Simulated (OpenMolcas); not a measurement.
**One shape, several levels: GaBH3ClO (SMILES O[B](Cl)[GaH2])**

Aim: a comparison of 6 runs (BLYP/6-31G*, PBE0/6-31G*, r2SCAN/6-31G*, revPBE/6-31G*, B3LYP/6-31G*, CCSD(T)/6-31G*) of GaBH3ClO. 

Program for the calculation: OpenMolcas 26.06.

1 further run of the same task is left out (set aside as unsound or not needed).

### Step 1. The system as given

GaBH3ClO has 7 atoms, charge 0, and is taken as a singlet. SMILES: `O[B](Cl)[GaH2]`. The coordinates come from a PBE0-D4/def2-TZVP relaxation. This is one conformer, not always the lowest.

Bond lengths: O1–B2 1.344 Å, B2–Cl3 1.789 Å, B2–Ga4 2.095 Å, O1–H5 0.965 Å, Ga4–H6 1.572 Å, Ga4–H7 1.572 Å. Angles: O1–B2–Cl3 118.4°, O1–B2–Ga4 123.4°, Cl3–B2–Ga4 118.3°, B2–O1–H5 114.1°, B2–Ga4–H6 121.3°, B2–Ga4–H7 121.3°, H6–Ga4–H7 117.4°.

### Step 2. Energy and gradient at BLYP/6-31G(d) (spherical functions) (run 1)

The input, run.inp:

```
* BClGaH3O Kohn-Sham DFT

&GATEWAY
 BasLib=$CurrDir
 BasisSet
 O.6-31Gs....
 O1 -0.845500 -1.229100 0.927100 angstrom
 End of Basis
 BasisSet
 B.6-31Gs....
 B2 -0.031900 -0.664900 0.017900 angstrom
 End of Basis
 BasisSet
 Cl.6-31Gs....
 Cl3 0.899000 -1.736200 -1.070500 angstrom
 End of Basis
 BasisSet
 Ga.6-31Gs....
 Ga4 0.202400 1.406200 -0.190800 angstrom
 End of Basis
 BasisSet
 H.6-31Gs....
 H5 -0.850900 -2.194300 0.905900 angstrom
 H6 -0.691300 2.232500 -1.186100 angstrom
 H7 1.318000 2.185900 0.596500 angstrom
 End of Basis

&SEWARD
 GridInput
 Grid=UltraFine
 End of Grid

&SCF
 KSDFT=BLYP
 Thresholds=1e-10 1e-07 1e-07 1e-05
 PrOrbitals=1 2

&ALASKA
```

The basis set 6-31G* is read from a file made from the Basis Set Exchange's data (not shown).

Launch:

```console
$ export MOLCAS_MEM=1860
$ pymolcas run.inp > run.log
```

What it wrote:

```text
--- Start Module: gateway ---
[...]
--- Stop Module: gateway /rc=_RC_ALL_IS_WELL_ ---
[...]
      Basis functions           84
[...]
--- Start Module: scf ---
[...]
       Convergence after  16 Iterations
[...]
::    Total KS-DFT energy                           -2486.7211723605
[...]
      Total spin, S                                     0.0000000000
[...]
      Total electronic charge=   64.000000
      Total            charge=   -0.000000
[...]
      Dipole Moment (debye):
      Origin of the operator (angstrom)=    0.2336    0.0857   -0.2631
                   X= -7.1173E-01               Y= -1.4130E+00               Z=  7.6930E-01           Total=  1.7593E+00
      Quadrupole Moment (debye*angstrom):
[...]
--- Stop Module: scf /rc=_RC_ALL_IS_WELL_ ---
[...]
--- Start Module: alaska ---
[...]
 *              Molecular gradients               *
 **************************************************
  Irreducible representation: a
 ------------------------------------------------------------------------------------------
                              X                       Y                       Z
 ------------------------------------------------------------------------------------------
  O1                8.70318816597404E-03   -1.43447620149297E-02   -1.02981607160206E-02
  B2               -1.41805860964717E-03   -7.33426127349612E-03    1.39898633139299E-03
  CL3              -7.43159192467324E-03    7.05851109786693E-03    8.64391761411021E-03
  GA4               1.21327797781912E-03    3.61180132436800E-03   -1.29436001556656E-03
  H5                4.88602112684866E-05    1.77151290012922E-02    4.44345081622055E-04
  H6                2.92433848458407E-03   -3.44333656333085E-03    3.64148053878921E-03
  H7               -4.04001430534162E-03   -3.26308157168231E-03   -2.53620883423755E-03
 ------------------------------------------------------------------------------------------
--- Stop Module: alaska /rc=_RC_ALL_IS_WELL_ ---
[...]
```

It took 29 s on 1 thread of Arm Neoverse V2, shared host; peak memory 0.46 GiB.

### Step 3. Energy and gradient at PBE0/6-31G(d) (spherical functions) (run 2)

The input, test.inp:

```
&GATEWAY
BasLib = $CurrDir
BasisSet
O.6-31Gs....
O1 -0.845500 -1.229100 0.927100 angstrom
End of Basis
BasisSet
B.6-31Gs....
B2 -0.031900 -0.664900 0.017900 angstrom
End of Basis
BasisSet
Cl.6-31Gs....
Cl3 0.899000 -1.736200 -1.070500 angstrom
End of Basis
BasisSet
Ga.6-31Gs....
Ga4 0.202400 1.406200 -0.190800 angstrom
End of Basis
BasisSet
H.6-31Gs....
H5 -0.850900 -2.194300 0.905900 angstrom
H6 -0.691300 2.232500 -1.186100 angstrom
H7 1.318000 2.185900 0.596500 angstrom
End of Basis
&SEWARD
GridInput
Grid=UltraFine
End of Grid
&SCF
KSDFT = PBE0
Thresholds = 1e-10 1e-07 1e-07 1e-05
PrOrbitals = 1 2
&ALASKA
```

The basis set 6-31G* is read from a file made from the Basis Set Exchange's data (not shown).

Launch:

```console
$ export MOLCAS_MEM=1860
$ pymolcas test.inp > test.log
```

What it wrote:

```text
--- Start Module: gateway ---
[...]
--- Stop Module: gateway /rc=_RC_ALL_IS_WELL_ ---
[...]
      Basis functions           84
[...]
--- Start Module: scf ---
[...]
       Convergence after  16 Iterations
[...]
::    Total KS-DFT energy                           -2486.1704744178
[...]
      Total spin, S                                     0.0000000000
[...]
      Total electronic charge=   64.000000
      Total            charge=   -0.000000
[...]
      Dipole Moment (debye):
      Origin of the operator (angstrom)=    0.2336    0.0857   -0.2631
                   X= -7.0720E-01               Y= -1.2234E+00               Z=  7.6946E-01           Total=  1.6090E+00
      Quadrupole Moment (debye*angstrom):
[...]
--- Stop Module: scf /rc=_RC_ALL_IS_WELL_ ---
[...]
--- Start Module: alaska ---
[...]
 *              Molecular gradients               *
 **************************************************
  Irreducible representation: a
 ------------------------------------------------------------------------------------------
                              X                       Y                       Z
 ------------------------------------------------------------------------------------------
  O1                1.27701774053257E-03   -5.94235727281145E-03   -1.61174417514154E-03
  B2                7.28328383461929E-05   -1.26986088806103E-03   -1.27585107786460E-04
  CL3              -1.28456367944985E-03    1.27342740660552E-03    1.49178203418998E-03
  GA4               6.43813334234578E-04    2.96446857388588E-03   -6.67303078388838E-04
  H5               -4.40080240527441E-04    5.04447533519237E-03    6.40636374582004E-04
  H6                1.07707995752504E-03   -1.07329301947034E-03    1.20976755652524E-03
  H7               -1.34609995072132E-03   -9.96860135223709E-04   -9.35553604023198E-04
 ------------------------------------------------------------------------------------------
--- Stop Module: alaska /rc=_RC_ALL_IS_WELL_ ---
[...]
```

Wall time 28 s (1 thread of Arm Neoverse V2, shared host); peak memory 0.46 GiB.

Run 3 isn't shown in full; the table further down has it.

### Step 4. Energy and forces at revPBE/6-31G(d) (spherical functions) (run 4)

The input, mol.inp:

```
* BClGaH3O Kohn-Sham DFT
>>> EXPORT MOLCAS_PRINT=2

&GATEWAY
 BASLIB=$CurrDir
 COORD
 7
 angstrom
 O       -0.845500      -1.229100       0.927100
 B       -0.031900      -0.664900       0.017900
 Cl       0.899000      -1.736200      -1.070500
 Ga       0.202400       1.406200      -0.190800
 H       -0.850900      -2.194300       0.905900
 H       -0.691300       2.232500      -1.186100
 H        1.318000       2.185900       0.596500
 BASIS=6-31Gs
 GROUP=NoSym

&SEWARD
 GRIDINPUT
 Grid=UltraFine
 End of Grid

&SCF
 KSDFT=revPBE
 THRESHOLDS=1e-10 1e-07 1e-07 1e-05
 PRORBITALS=1 1

&ALASKA
```

The basis set 6-31G* is read from a file made from the Basis Set Exchange's data (not shown).

Launch:

```console
$ export MOLCAS_MEM=1860
$ pymolcas mol.inp > mol.log
```

What it wrote:

```text
--- Start Module: gateway ---
[...]
--- Stop Module: gateway /rc=_RC_ALL_IS_WELL_ ---
[...]
      Basis functions           84
[...]
--- Start Module: scf ---
[...]
       Convergence after  17 Iterations
[...]
::    Total KS-DFT energy                           -2486.4328516808
[...]
      Total spin, S                                     0.0000000000
[...]
      Total electronic charge=   64.000000
      Total            charge=   -0.000000
[...]
      Dipole Moment (debye):
      Origin of the operator (angstrom)=    0.2336    0.0857   -0.2631
                   X= -7.2616E-01               Y= -1.3548E+00               Z=  7.8731E-01           Total=  1.7270E+00
      Quadrupole Moment (debye*angstrom):
[...]
--- Stop Module: scf /rc=_RC_ALL_IS_WELL_ ---
[...]
--- Start Module: alaska ---
[...]
 *              Molecular gradients               *
 **************************************************
  Irreducible representation: a
 ------------------------------------------------------------------------------------------
                              X                       Y                       Z
 ------------------------------------------------------------------------------------------
  O1                1.10131086947511E-02   -1.20004638096454E-02   -1.28567716635111E-02
  B2               -4.30753685528657E-03   -7.07678529487388E-03    4.69167946650413E-03
  CL3              -6.39149375538040E-03    5.61973397181958E-03    7.41906495495037E-03
  GA4               1.06690373757190E-03    3.81377684314899E-03   -1.12263901608830E-03
  H5               -3.51036173945496E-04    1.61624183573341E-02    8.55467738913873E-04
  H6                2.99378306390041E-03   -3.35018243572138E-03    3.61725082911768E-03
  H7               -4.02372871152590E-03   -3.16849763211424E-03   -2.60405230987759E-03
 ------------------------------------------------------------------------------------------
--- Stop Module: alaska /rc=_RC_ALL_IS_WELL_ ---
[...]
```

Run time: 30 s. Hardware: 1 thread of Arm Neoverse V2, shared host; peak memory 0.46 GiB.

Run 5 isn't shown in full; the table further down has it.

### Step 5. The energy at CCSD(T)/6-31G(d) (spherical functions) (run 6)

The input, job.input:

```
&GATEWAY
  BASLIB = $CurrDir
  BASISSET
  O.6-31Gs....
  O1 -0.845500 -1.229100 0.927100 angstrom
  End of Basis
  BASISSET
  B.6-31Gs....
  B2 -0.031900 -0.664900 0.017900 angstrom
  End of Basis
  BASISSET
  Cl.6-31Gs....
  Cl3 0.899000 -1.736200 -1.070500 angstrom
  End of Basis
  BASISSET
  Ga.6-31Gs....
  Ga4 0.202400 1.406200 -0.190800 angstrom
  End of Basis
  BASISSET
  H.6-31Gs....
  H5 -0.850900 -2.194300 0.905900 angstrom
  H6 -0.691300 2.232500 -1.186100 angstrom
  H7 1.318000 2.185900 0.596500 angstrom
  End of Basis

&SEWARD

&SCF
  THRESHOLDS = 1e-10 1e-07 1e-07 1e-05
  PRORBITALS = 1

&RASSCF
  FILEORB = $Project.ScfOrb
  SPIN = 1
  NACTEL = 0 0 0
  INACTIVE = 32
  RAS2 = 0
  OUTORBITALS = Canonical
  ORBLISTING = Few

&MOTRA
  JOBIPH
  FROZEN = 16

&CCSDT
  CCT
  TRIPLES = 2
  ITERATIONS = 80
  ACCURACY = 1e-08
  EXTRAPOLATION = 5 4
```

The basis set 6-31G* is read from a file made from the Basis Set Exchange's data (not shown).

Launch:

```console
$ export MOLCAS_MEM=1860
$ pymolcas job.input > job.log
```

What it wrote:

```text
--- Start Module: gateway ---
[...]
--- Stop Module: gateway /rc=_RC_ALL_IS_WELL_ ---
[...]
      Basis functions           84
[...]
       Convergence after  14 Iterations
[...]
::    Total SCF energy                              -2483.8008652007
[...]
      Total spin, S                                     0.0000000000
[...]
      Number of active orbitals                  0
[...]
      Spin quantum number                      0.0
[...]
      Active orbitals                            0
[...]
      Number of CSFs                             1
[...]
      Number of root(s) required                 1
[...]
      Convergence after  4 iterations
[...]
      Natural orbitals and occupation numbers for root  1
      ************************************************************************************************************************
      *                                                    Final results                                                     *
      ************************************************************************************************************************
[...]
::    RASSCF root number  1 Total energy:  -2483.80086520
[...]
      Total electronic charge=   64.000000
      Total            charge=   -0.000000
[...]
      Dipole Moment (debye):
      Origin of the operator (angstrom)=    0.2336    0.0857   -0.2631
                   X= -6.9183E-01               Y= -9.8942E-01               Z=  7.5865E-01           Total=  1.4259E+00
      Quadrupole Moment (debye*angstrom):
[...]
--- Start Module: motra ---
[...]
      *** WARNING: Default frozen orbitals is overwritten by user input.
      *** Default values:  21
[...]
--- Stop Module: motra /rc=_RC_ALL_IS_WELL_ ---
--- Start Module: ccsdt ---
[...]
      Convergence after                    18  Iterations
      Total energy (diff) :   -2484.43427131      -0.00000000
[...]
 METHOD                       : CCSD+T(CCSD)+<T3(1)WT1> = CCSD(T)
[...]
       CCSD     =     -2484.4342713140181
[...]
--- Stop Module: ccsdt /rc=_RC_ALL_IS_WELL_ ---
[...]
```

It took 68 s on 1 thread of Arm Neoverse V2, shared host; peak memory 0.46 GiB.

### Step 6. Overview of the runs

| run | level | Cartesian functions | task | energy (Eh) | dipole moment (D) of the reference | HOMO energy (eV) | LUMO energy (eV) | wall time |
| --- | --- | --- | --- | --- | --- | --- | --- | --- |
| 1 | BLYP/6-31G* (spherical functions) | no | gradient | -2486.721172 | 1.76 | -6.24 | -2.41 | 29 s |
| 2 | PBE0/6-31G* (spherical functions) | no | gradient | -2486.170474 | 1.61 | -7.62 | -1.71 | 28 s |
| 3 | r2SCAN/6-31G* (spherical functions) | no | gradient | -2486.589918 | 1.65 | -6.71 | -2.25 | 33 s |
| 4 | revPBE/6-31G* (spherical functions) | no | gradient | -2486.432852 | 1.73 | -6.37 | -2.37 | 30 s |
| 5 | B3LYP/6-31G* (Cartesian functions) | yes | gradient | -2486.768349 | 1.65 | -7.37 | -1.95 | 31 s |
| 6 | CCSD(T)/6-31G* (spherical functions) | no | energy | -2484.450049 | 1.43 | -10.43 | 1.00 | 68 s |

### Step 7. Outcome

```
                                           quantity           value
                                run 6: total energy  -2484.45005 Eh
          run 6: dipole moment (mean-field density)          1.43 D
         run 6: HOMO energy (Hartree–Fock orbitals)       -10.43 eV
         run 6: LUMO energy (Hartree–Fock orbitals)         1.00 eV
       run 6: HOMO–LUMO gap (Hartree–Fock orbitals)        11.44 eV
run 6: correlation energy (16 core orbitals frozen)      -649.2 mEh
                              run 6: (T) correction      -15.78 mEh
```

What this shows: Over runs 1, 2, 3, 4, 5 the dipole moment (its size) runs from 1.61 D (PBE0/6-31G*) to 1.76 D (BLYP/6-31G*). Over runs 1, 2, 3, 4, 5 the HOMO–LUMO gap runs from 3.83 eV (BLYP/6-31G*) to 5.91 eV (PBE0/6-31G*). Totals of different functionals can't be ranked against each other. All runs together took 3.6 min, the longest 68 s.
